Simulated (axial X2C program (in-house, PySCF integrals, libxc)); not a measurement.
# CoN⁻: bond curves with and without spin–orbit coupling, part 2 of 2

Computed with an in-house X2C program for linear molecules on PySCF integrals; all-electron X2C, Co dyall-acv3z, N dyall-av3z.

**9. PBE0, 2c**

State followed: Ω = 7/2 (excess of +ω over −ω: ω = -1/2, ω = 3/2, ω = 5/2). The scan is laid around 1.589 Å, a first estimate of the minimum, and this SCF restarts from the orbitals of the search.

Output at 1.589 Å:

```text
two-component X2C + atomic mean field  PBE0
basis functions 181  fitting functions 940  grid points 5074
iter        total energy     max residual
   1      -1447.374714744     2.38e-05
   2      -1447.374714718     7.64e-05
   3      -1447.374714761     2.38e-05
   4      -1447.374714766     1.44e-05
   5      -1447.374714774     7.76e-06
   6      -1447.374714779     1.60e-06
   7      -1447.374714779     1.22e-06
converged
one-electron -2135.35989651  Coulomb 692.04471625  exact exchange -16.24653256  xc functional -50.35653045  nuclear repulsion 62.94178280  atomic mean-field constant -0.39825430
```

Along the bond, energies from the lowest point:

```csv
R (Å),E (eV),μ (D),HOMO (eV),LUMO (eV),iterations
1.382,1.1217,-0.32,0.32,2.00,29
1.446,0.4602,-0.87,0.26,2.00,24
1.494,0.1782,-1.23,0.21,1.99,21
1.541,0.0358,-1.54,0.18,1.98,22
1.589,0.0000,-1.79,0.15,1.98,7
1.645,0.0571,-1.96,0.14,1.97,24
1.700,0.1837,-1.91,0.17,1.95,24
1.772,0.3918,-1.55,0.24,1.94,38
1.859,0.6613,-1.13,0.32,1.92,31
1.986,1.0478,-0.79,0.39,1.89,32
```

Dipoles are positive if N is the positive end and refer to the centre of mass.

Outer spinors at the reference distance:

```tsv
ω	occupied	ε (eV)	atomic character	λ mixture
1/2	yes	-14.51	65% N s, 14% Co d, 10% Co p	100% σ
-1/2	yes	-13.02	64% N s, 14% Co d, 11% Co p	100% σ
-1/2	yes	-4.99	80% Co d, 18% N p	100% π
3/2	yes	-4.93	79% Co d, 19% N p	100% π
1/2	yes	-4.34	62% Co d, 28% N p, 7% N s	100% σ
-3/2	yes	-3.88	99% Co d	100% δ
5/2	yes	-3.73	99% Co d	100% δ
-1/2	yes	-2.65	50% N p, 38% Co d, 8% N s	100% σ
1/2	yes	-1.83	60% Co d, 35% N p, 2% Co p	100% π
-3/2	yes	-1.60	54% Co d, 41% N p, 3% Co p	100% π
3/2	yes	-1.57	99% Co d	100% δ
1/2	yes	-0.74	40% N p, 38% Co s, 13% Co d	100% σ
-1/2	yes	-0.68	62% N p, 20% Co d, 14% Co p	100% π
3/2	yes	-0.64	62% N p, 21% Co d, 14% Co p	100% π
-1/2	yes	0.15	53% Co s, 16% N p, 12% Co d	100% σ
-1/2	no	1.98	92% Co p, 6% Co s	100% σ
1/2	no	2.01	99% Co p	100% π
-3/2	no	2.01	99% Co p	100% π
1/2	no	2.09	95% Co p, 4% Co s	100% σ
```

PBE0 fields in the half plane through the axis: z from -2.4 to 3.9 Å across, distance from the axis 0.15 to 2.25 Å upwards; Co lies at z = 0 and N at z = 1.589 Å; the ELF is damped to zero where the density is low.

log10 density (e/bohr³). Ten even steps from ' ' (-4.56 ) to '@' (1.38 ):
```
....::::::::::::::::::::::::::::......      
..::::::--------------------::::::::....    
::::::----------==----------------::::....  
::::------======================----::::....
::::----======++++++++++++++++====----::....
::------====++******++++++****++++==--::::..
::------==++**##%%##************++==----::..
::------==++##%%@@%%##**##%%##**++====--::..
```

ELF. Ten even steps from '0' (0.00 ) to '9' (0.88 ):
```
1346777653210000000000
3578887654221111000000
5788876543222332210000
6887654432234555421000
7775432221246787642100
7753212332258999864200
7631003787259899975200
7520005868466519985210
```

No constants are quoted: the solution changes its character somewhere along the scan, so the fit is set aside.

**10. HF, 2c**

The SCF at the reference distance of 1.589 Å:

```text
two-component X2C + atomic mean field  HF
basis functions 181  fitting functions 940  grid points 5074
iter        total energy     max residual
   1      -1445.757781994     1.53e-01
   2      -1445.792733919     2.06e-02
   3      -1445.803664929     2.21e-02
   4      -1445.810143345     2.08e-02
   5      -1445.818717245     1.83e-02
   6      -1445.826290195     1.63e-02
   7      -1445.833980901     1.68e-02
   8      -1445.838723906     1.66e-02
   9      -1445.836786512     1.63e-02
  10      -1445.830507602     1.51e-02
  11      -1445.827096242     1.25e-02
  12      -1445.827838643     8.00e-03
  13      -1445.828307096     8.76e-03
  14      -1445.829310112     8.20e-03
  15      -1445.830591082     7.77e-03
  16      -1445.831656651     7.55e-03
  17      -1445.831333306     7.95e-03
  18      -1445.831065715     8.06e-03
  19      -1445.830967332     8.29e-03
  20      -1445.831771667     6.77e-03
  21      -1445.832082438     6.57e-03
  22      -1445.832007346     6.31e-03
  23      -1445.831554127     6.48e-03
  24      -1445.831602758     6.27e-03
  25      -1445.831285104     6.33e-03
  26      -1445.832246849     5.64e-03
  27      -1445.833005651     5.49e-03
  28      -1445.831446627     6.43e-03
  29      -1445.831009046     6.66e-03
  30      -1445.830804828     6.58e-03
  31      -1445.830170191     6.62e-03
  32      -1445.830051042     7.03e-03
  33      -1445.830554222     6.36e-03
  34      -1445.831149965     5.93e-03
  35      -1445.831677366     5.73e-03
  36      -1445.832053582     5.65e-03
  37      -1445.832225283     5.60e-03
  38      -1445.831987606     5.89e-03
  39      -1445.832625245     5.08e-03
  40      -1445.833009694     4.63e-03
  41      -1445.833611533     4.18e-03
  42      -1445.833951407     4.06e-03
  43      -1445.833147491     4.15e-03
  44      -1445.833007290     4.18e-03
  45      -1445.832991217     3.88e-03
  46      -1445.832947240     4.28e-03
  47      -1445.833218573     3.98e-03
  48      -1445.833549501     3.70e-03
  49      -1445.833795854     3.49e-03
  50      -1445.833926164     3.37e-03
  51      -1445.833900281     3.40e-03
  52      -1445.834397956     3.52e-03
  53      -1445.834377667     3.43e-03
  54      -1445.834229995     3.36e-03
  55      -1445.834420400     3.51e-03
  56      -1445.834493841     3.53e-03
  57      -1445.834463728     3.52e-03
  58      -1445.834559884     3.51e-03
  59      -1445.834673460     3.48e-03
  60      -1445.834482224     3.40e-03
  61      -1445.834491879     3.39e-03
  62      -1445.834792536     3.50e-03
  63      -1445.834697907     3.45e-03
  64      -1445.834677648     3.42e-03
  65      -1445.834651059     3.46e-03
  66      -1445.834911630     3.56e-03
  67      -1445.835341053     3.59e-03
  68      -1445.834618964     3.42e-03
  69      -1445.834499171     3.37e-03
  70      -1445.834064168     3.25e-03
  71      -1445.833009007     3.21e-03
  72      -1445.832400417     3.07e-03
  73      -1445.830947769     3.38e-03
  74      -1445.830497942     2.93e-03
  75      -1445.830550289     1.93e-03
  76      -1445.830430494     1.61e-03
  77      -1445.830497009     1.64e-03
  78      -1445.830593307     1.75e-03
  79      -1445.830678967     1.77e-03
  80      -1445.830710970     1.68e-03
NOT converged
one-electron -2133.10027848  Coulomb 689.91003629  exact exchange -65.18399727  xc functional 0.00000000  nuclear repulsion 62.94178280  atomic mean-field constant -0.39825430
```

No constants are quoted: the lowest point is the long end of the scan.

**11. PW91, 2c**

The SCF at the reference distance of 1.589 Å:

```text
two-component X2C + atomic mean field  PW91
basis functions 181  fitting functions 940  grid points 5074
iter        total energy     max residual
   1      -1447.835757254     4.94e-02
   2      -1447.839548138     1.47e-02
   3      -1447.750903563     7.53e-02
   4      -1447.833409779     3.23e-02
   5      -1447.843150645     5.76e-03
   6      -1447.843939248     1.31e-03
   7      -1447.843979798     8.67e-04
   8      -1447.843992094     2.95e-04
   9      -1447.843994009     6.06e-05
  10      -1447.843994224     1.03e-04
  11      -1447.843994314     3.01e-05
  12      -1447.843994323     1.41e-05
  13      -1447.843994325     8.75e-07
  14      -1447.843994325     4.77e-07
converged
one-electron -2135.26020801  Coulomb 691.91493310  exact exchange 0.00000000  xc functional -67.04224790  nuclear repulsion 62.94178280  atomic mean-field constant -0.39825430
```

Re = 1.605 Å, ωe = 915 cm⁻¹, ωexe = 5.44 cm⁻¹, Be = 0.5786 cm⁻¹, De = 4.46 eV, μ = -1.70 D.

**12. Correlated methods, 2c**

Correlated methods: 15 electrons correlated (frozen shells, counted by type: Co 3 s, 2 p; N 1 s), 281 virtual spinors in MP2.

MP2: No constants are quoted: the reference is strongly spin-contaminated.

**13. A higher determinant, 2c**

State: Ω = 1/2 (excess of +ω over −ω: ω = 1/2).

Output at the reference distance:

```text
two-component X2C + atomic mean field  PBE0
basis functions 181  fitting functions 940  grid points 5074
iter        total energy     max residual
   1      -1447.370283216     7.13e-06
   2      -1447.370283218     2.55e-05
   3      -1447.370283223     5.67e-06
   4      -1447.370283226     6.48e-06
   5      -1447.370283227     3.56e-06
converged
one-electron -2135.34632552  Coulomb 692.03459056  exact exchange -16.24612778  xc functional -50.35594898  nuclear repulsion 62.94178280  atomic mean-field constant -0.39825430
```

| R (Å) | E above the lowest PBE0 point (eV) |
| --- | --- |
| 1.382 | 1.300 |
| 1.446 | 0.579 |
| 1.494 | 0.298 |
| 1.541 | 0.156 |
| 1.589 | 0.121 |
| 1.645 | 0.178 |
| 1.700 | 0.305 |
| 1.772 | 0.513 |
| 1.859 | 0.780 |

No constants are quoted: the solution changes its character somewhere along the scan, so the fit is set aside.

**14. The 2c curves together**

Energy (eV) of the followed determinant, 2c, from each level's lowest point:

| R (Å) | PBE0 (jumps) | HF | MP2 (spin-contaminated) | PW91 |
| --- | --- | --- | --- | --- |
| 1.382 | 1.122 | n/a | n/a | 1.329 |
| 1.446 | 0.460 | 2.720 | 0.128 | 0.593 |
| 1.494 | 0.178 | 2.078 | 0.118 | 0.262 |
| 1.541 | 0.036 | 1.551 | 0.078 | 0.075 |
| 1.589 | 0.000 | n/a | n/a | 0.000 |
| 1.645 | 0.057 | 0.745 | 0.008 | 0.021 |
| 1.700 | 0.184 | 0.464 | 0.000 | 0.128 |
| 1.772 | 0.392 | 0.220 | 0.024 | 0.351 |
| 1.859 | 0.661 | 0.058 | 0.101 | 0.703 |
| 1.986 | 1.048 | 0.000 | 0.276 | 1.274 |

Time for the job: 3.5 min (1 thread of Arm Neoverse V2, shared host).

**15. Results**

This closing draws on all 2 parts.

Lowest determinant that the search found at its distance, spin-free: M_S = 3/2, Λ = 2 (beyond closed shells: π+α, π-α, δ+α, δ+β, δ-α).

Lowest determinant that the search found at its distance, 2c: Ω = 7/2 (excess of +ω over −ω: ω = -1/2, ω = 3/2, ω = 5/2).

```json
{"Hamiltonian": "spin-free", "level": "PW91", "Re (Å)": "1.605", "ωe (cm⁻¹)": "915", "De (eV)": "4.45"}
{"Hamiltonian": "2c", "level": "PW91", "Re (Å)": "1.605", "ωe (cm⁻¹)": "915", "De (eV)": "4.46"}
```

No constants: spin-free PBE0 (the solution changes its character somewhere along the scan, so the fit is set aside); spin-free HF (the points don't follow one smooth fit); spin-free MP2 (the reference is strongly spin-contaminated); spin-free CCSD (the scan has only 5 points); spin-free CCSD(T) (the scan has only 5 points); 2c PBE0 (the solution changes its character somewhere along the scan, so the fit is set aside); 2c HF (the lowest point is the long end of the scan); 2c MP2 (the reference is strongly spin-contaminated).

Time per point (s) on 1 thread of Arm Neoverse V2, shared host (2c runs); the times are rough: PW91 0.49.

What this shows: At PW91, going from spin-free to two-component changes Re by 0 mÅ, ωe by 0.0 %, which is small (part of it comes from the scalar share of the two-electron terms). De moves by +0.01 eV; both De rest on single-determinant atoms, which can miss part of an open shell's spin–orbit lowering. The highest occupied level is positive at the mean-field levels quoted, but negative in the Hartree–Fock runs, so self-interaction plays a part.

De refers to Co- + N, each in the lowest determinant found, which need not be this curve's own limit. The state is a single determinant with fixed occupations, the lowest that a limited PBE0 search found. Dissociation energies refer to the lowest single-determinant-based atoms at the same level and basis. Density functionals use the spin component along the axis (collinear). With several unpaired electrons one determinant need not be a pure state. At some level an empty orbital lies below a filled one. The spin-free determinant is spin-contaminated at some levels.
